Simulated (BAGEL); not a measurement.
# One shape, several levels: triplet SiH3SeCl

We compute a comparison of 3 runs (ROHF/6-31G*, ROHF/def2-SVPD, UHF/def2-SVPD) of triplet SiH3SeCl. 

The calculation is run with BAGEL 1.2.2.

3 further runs of the same task are left out: 1 that didn't finish, 2 set aside as unsound or not needed.

## 1. The molecule

The species is SiH3SeCl (6 atoms), meant as a triplet with charge 0. As SMILES of the parent species, `Cl[SiH2][SeH]`. The shape is that of a PBE0-D4/def2-TZVP optimisation. This is one conformer, not always the lowest. That shape belongs to the parent species and isn't relaxed for this state.

Bond lengths: Cl1–Si2 2.048 Å, Si2–Se3 2.271 Å, Si2–H4 1.481 Å, Si2–H5 1.481 Å, Se3–H6 1.471 Å. Angles: Cl1–Si2–Se3 106.0°, Cl1–Si2–H4 108.5°, Cl1–Si2–H5 108.4°, Se3–Si2–H4 111.7°, Se3–Si2–H5 111.8°, Si2–Se3–H6 91.4°, H4–Si2–H5 110.2°.

## 2. The energy at ROHF/6-31G(d) (density fitting with qzvpp-jkfit, spherical functions) (run 1)

The input, calc.json:

```json
{ "bagel": [

{
  "title": "molecule",
  "basis": "6-31gs.json",
  "df_basis": "qzvpp-jkfit",
  "angstrom": "true",
  "geometry": [
    { "atom": "Cl", "xyz": [   -2.338100,    0.106600,   -0.077400 ] },
    { "atom": "Si", "xyz": [   -0.321100,   -0.072300,   -0.384700 ] },
    { "atom": "Se", "xyz": [    0.656200,    0.318000,    1.627200 ] },
    { "atom": "H", "xyz": [   -0.039300,   -1.440900,   -0.874100 ] },
    { "atom": "H", "xyz": [    0.088300,    0.926300,   -1.398200 ] },
    { "atom": "H", "xyz": [    1.996000,    0.098300,    1.060800 ] }
  ]
},
{ "title": "rohf", "nopen": 2 },
{ "title": "print", "file": "orbitals.molden", "orbitals": "true" }

]}
```

The basis set 6-31G* is read from a file made from the Basis Set Exchange's data (not shown).

Launch:

```console
$ BAGEL_NUM_THREADS=1 BAGEL calc.json > calc.out
```

What it wrote:

```text
* using 1 threads per process

  ===============================================================
  ===============================================================

  *** Geometry ***

  { "atom" : "Cl", "xyz" : [     -4.418369,      0.201445,     -0.146265 ] },
  { "atom" : "Si", "xyz" : [     -0.606791,     -0.136627,     -0.726978 ] },
  { "atom" : "Se", "xyz" : [      1.240038,      0.600933,      3.074962 ] },
  { "atom" : "H", "xyz" : [     -0.074266,     -2.722906,     -1.651810 ] },
  { "atom" : "H", "xyz" : [      0.166863,      1.750453,     -2.642215 ] },
  { "atom" : "H", "xyz" : [      3.771893,      0.185760,      2.004621 ] },

  Number of auxiliary basis functions:      576

  Since a DF basis is specified, we compute 2- and 3-index integrals:
    o Being stored without compression. Storage requirement is 0.025 GB

  Number of basis functions:       74
  Number of electrons      :       68

    * METHOD: MOLECULE                             0.37

  *** Open-shell HF ***

  === Nuclear Repulsion ===
   306.2517511126

      * DIIS with orbital gradients will be used.

  === ROHF iteration (6-31gs.json) ===
      0      -3149.40841203          0.02136498           0.23
      1      -3149.50577715          0.01196390           0.21
      2      -3149.54057150          0.00695857           0.20
[... 24 lines of this table left out ...]
     27      -3149.55499330          0.00000001           0.22
    * SCF iteration converged.

    * S^2 (ROHF) is 2.0000

    * Permanent dipole moment:
           (   -0.539953,     0.099201,     0.324043) a.u.

    * METHOD: ROHF                                 6.24

    * METHOD: PRINT                                0.01

  ===============================================================
```

Wall time 6.9 s (1 thread of Arm Neoverse V1, shared host); peak memory 0.13 GiB.

## 3. The energy at ROHF/def2-SVPD (density fitting with qzvpp-jkfit) (run 2)

The input, hf.json:

```json
{ "bagel" : [

{
  "title" : "molecule",
  "basis" : "def2-svpd.json",
  "df_basis" : "qzvpp-jkfit",
  "angstrom" : true,
  "geometry" : [
    { "atom" : "Cl", "xyz" : [   -2.338100,    0.106600,   -0.077400 ] },
    { "atom" : "Si", "xyz" : [   -0.321100,   -0.072300,   -0.384700 ] },
    { "atom" : "Se", "xyz" : [    0.656200,    0.318000,    1.627200 ] },
    { "atom" : "H", "xyz" : [   -0.039300,   -1.440900,   -0.874100 ] },
    { "atom" : "H", "xyz" : [    0.088300,    0.926300,   -1.398200 ] },
    { "atom" : "H", "xyz" : [    1.996000,    0.098300,    1.060800 ] }
  ]
},
{
  "title" : "rohf",
  "nopen" : 2
},
{
  "title" : "print",
  "file" : "orbitals.molden",
  "orbitals" : true
}

]}
```

The basis set def2-SVPD is read from a file made from the Basis Set Exchange's data (not shown).

Launch:

```console
$ BAGEL_NUM_THREADS=1 BAGEL hf.json > hf.out
```

What it wrote:

```text
* using 1 threads per process

  ===============================================================
  ===============================================================

  *** Geometry ***

  { "atom" : "Cl", "xyz" : [     -4.418369,      0.201445,     -0.146265 ] },
  { "atom" : "Si", "xyz" : [     -0.606791,     -0.136627,     -0.726978 ] },
  { "atom" : "Se", "xyz" : [      1.240038,      0.600933,      3.074962 ] },
  { "atom" : "H", "xyz" : [     -0.074266,     -2.722906,     -1.651810 ] },
  { "atom" : "H", "xyz" : [      0.166863,      1.750453,     -2.642215 ] },
  { "atom" : "H", "xyz" : [      3.771893,      0.185760,      2.004621 ] },

  Number of auxiliary basis functions:      576

  Since a DF basis is specified, we compute 2- and 3-index integrals:
    o Being stored without compression. Storage requirement is 0.062 GB

  Number of basis functions:      116
  Number of electrons      :       68

    * METHOD: MOLECULE                             0.39

  *** Open-shell HF ***

  === Nuclear Repulsion ===
   306.2517511126

      * DIIS with orbital gradients will be used.

  === ROHF iteration (def2-svpd.json) ===
      0      -3149.24882247          0.01601508           0.36
      1      -3149.33566273          0.00784844           0.36
      2      -3149.36147044          0.00373063           0.36
[... 27 lines of this table left out ...]
     30      -3149.39060204          0.00000000           0.36
    * SCF iteration converged.

    * S^2 (ROHF) is 2.0000

    * Permanent dipole moment:
           (   -0.034909,     0.036110,     0.184095) a.u.

    * METHOD: ROHF                                11.83

    * METHOD: PRINT                                0.03

  ===============================================================
```

Wall time 13 s (1 thread of Arm Neoverse V1, shared host); peak memory 0.2 GiB.

## 4. The energy at UHF/def2-SVPD (density fitting with qzvpp-jkfit) (run 3)

The input, input.json:

```json
{ "bagel": [

{
  "title": "molecule",
  "basis": "def2-svpd.json",
  "df_basis": "qzvpp-jkfit",
  "angstrom": true,
  "geometry": [
    { "atom": "Cl", "xyz": [   -2.338100,    0.106600,   -0.077400 ] },
    { "atom": "Si", "xyz": [   -0.321100,   -0.072300,   -0.384700 ] },
    { "atom": "Se", "xyz": [    0.656200,    0.318000,    1.627200 ] },
    { "atom": "H", "xyz": [   -0.039300,   -1.440900,   -0.874100 ] },
    { "atom": "H", "xyz": [    0.088300,    0.926300,   -1.398200 ] },
    { "atom": "H", "xyz": [    1.996000,    0.098300,    1.060800 ] }
  ]
},
{ "title": "uhf", "nopen": 2 },
{ "title": "print", "file": "orbitals.molden", "orbitals": true }

]}
```

The basis set def2-SVPD is read from a file made from the Basis Set Exchange's data (not shown).

Launch:

```console
$ BAGEL_NUM_THREADS=1 BAGEL input.json > input.out
```

What it wrote:

```text
* using 1 threads per process

  ===============================================================
  ===============================================================

  *** Geometry ***

  { "atom" : "Cl", "xyz" : [     -4.418369,      0.201445,     -0.146265 ] },
  { "atom" : "Si", "xyz" : [     -0.606791,     -0.136627,     -0.726978 ] },
  { "atom" : "Se", "xyz" : [      1.240038,      0.600933,      3.074962 ] },
  { "atom" : "H", "xyz" : [     -0.074266,     -2.722906,     -1.651810 ] },
  { "atom" : "H", "xyz" : [      0.166863,      1.750453,     -2.642215 ] },
  { "atom" : "H", "xyz" : [      3.771893,      0.185760,      2.004621 ] },

  Number of auxiliary basis functions:      576

  Since a DF basis is specified, we compute 2- and 3-index integrals:
    o Being stored without compression. Storage requirement is 0.062 GB

  Number of basis functions:      116
  Number of electrons      :       68

    * METHOD: MOLECULE                             0.39

  *** Open-shell HF ***

  === Nuclear Repulsion ===
   306.2517511126

      * DIIS with orbital gradients will be used.

  === UHF iteration (def2-svpd.json) ===
      0      -3149.24882247          0.01601508           0.36
      1      -3149.34170818          0.00773817           0.35
      2      -3149.36691462          0.00360370           0.35
[... 27 lines of this table left out ...]
     30      -3149.39720139          0.00000001           0.36
    * SCF iteration converged.

    * S^2 (UHF) is 2.0216

    * Permanent dipole moment:
           (   -0.044332,     0.042365,     0.209067) a.u.

    * METHOD: UHF                                 11.45

    * METHOD: PRINT                                0.03

  ===============================================================
```

Run time: 12 s. Hardware: 1 thread of Arm Neoverse V1, shared host; peak memory 0.2 GiB.

## 5. All runs side by side

```csv
run,level,energy (Eh),dipole moment (D),⟨S²⟩,wall time
1,"ROHF/6-31G* (density fitting with qzvpp-jkfit, spherical functions)",-3149.554993,1.62,2.000,6.9 s
2,ROHF/def2-SVPD (density fitting with qzvpp-jkfit),-3149.390602,0.49,2.000,13 s
3,UHF/def2-SVPD (density fitting with qzvpp-jkfit),-3149.397201,0.55,2.022,12 s
```

## 6. Summary of results

| quantity | value |
| --- | --- |
| run 3: total energy | -3149.39720 Eh |
| run 3: dipole moment | 0.55 D |
| run 3: ⟨S²⟩ | 2.022 |

The dipole moment (its size) runs from 0.49 D (ROHF/def2-SVPD) to 1.62 D (ROHF/6-31G*). All runs together took 32 s, the longest 13 s.
